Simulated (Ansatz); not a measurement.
# La4TaO: the cost of one run

Computed with Ansatz 0.2.0 (DFT PBE, scalar-relativistic, plane waves, PAW, unless a step's input says otherwise).

### Step 1. The starting structure

The structure is orthorhombic, space group Cmmm (No. 65). The conventional cell has a = 5.295 Å, b = 6.605 Å, c = 10.322 Å, α = 90.00°, β = 90.00°, γ = 90.00°. La (site symmetry mm2) has 2 La at 2.82 Å and 1 Ta at 3.07 Å as nearest neighbours. Around La (site symmetry m2m) lie 5 La at 2.69 to 2.83 Å. Around Ta (site symmetry mmm) lie 2 O at 2.65 Å. O (site symmetry mmm) has 2 Ta at 2.65 Å as nearest neighbours.

Structure file:

```
CELL_PARAMETERS angstrom
2.64740 -3.30270 0.00000
2.64740 3.30270 0.00000
0.00000 0.00000 10.32231
ATOMIC_POSITIONS crystal
La 0.50000 0.50000 0.29731
La 0.50000 0.50000 0.70269
La 0.78601 0.21399 0.50000
La 0.21399 0.78601 0.50000
Ta 0.50000 0.50000 0.00000
O 0.00000 0.00000 0.00000
```

A structure generator made this guess: random cell by space group and Wyckoff sites (Cmmm, No. 65). The dimensions are guesses.

### Step 2. The guess as it stands, on a coarse mesh

Input file input.yaml:

```yaml
crystal:
  lattice:
    - [2.64739659, -3.30270157, 0.0]
    - [2.64739659, 3.30270157, 0.0]
    - [0.0, 0.0, 10.32230958]
  atoms:
    - { symbol: La, position: [0.5, 0.5, 0.29730685] }
    - { symbol: La, position: [0.5, 0.5, 0.70269315] }
    - { symbol: La, position: [0.78600641, 0.21399359, 0.5] }
    - { symbol: La, position: [0.21399359, 0.78600641, 0.5] }
    - { symbol: Ta, position: [0.5, 0.5, 0.0] }
    - { symbol: O, position: [0.0, 0.0, 0.0] }
basis:
  ecutwfc: 420
kpoints:
  mp_grid: { grid: [4, 4, 2] }
hamiltonian:
  xc: pbe
scf:
  occupations: { method: gaussian, width: 0.1 }
  lower_state_search: "off"
output:
  forces: true
  stress: true
  eigenvalues: true
```

Run with:

```console
ansatz run input.yaml --threads 1 --pin off --max-ram 2560MiB --backend cpu --events-out ev --progress --plain --runs-dir out
```

Q: Estimate wall time and peak memory on 1 thread of Arm Neoverse V2, shared host.

About 6.4 s, with a peak of 0.45 GiB.
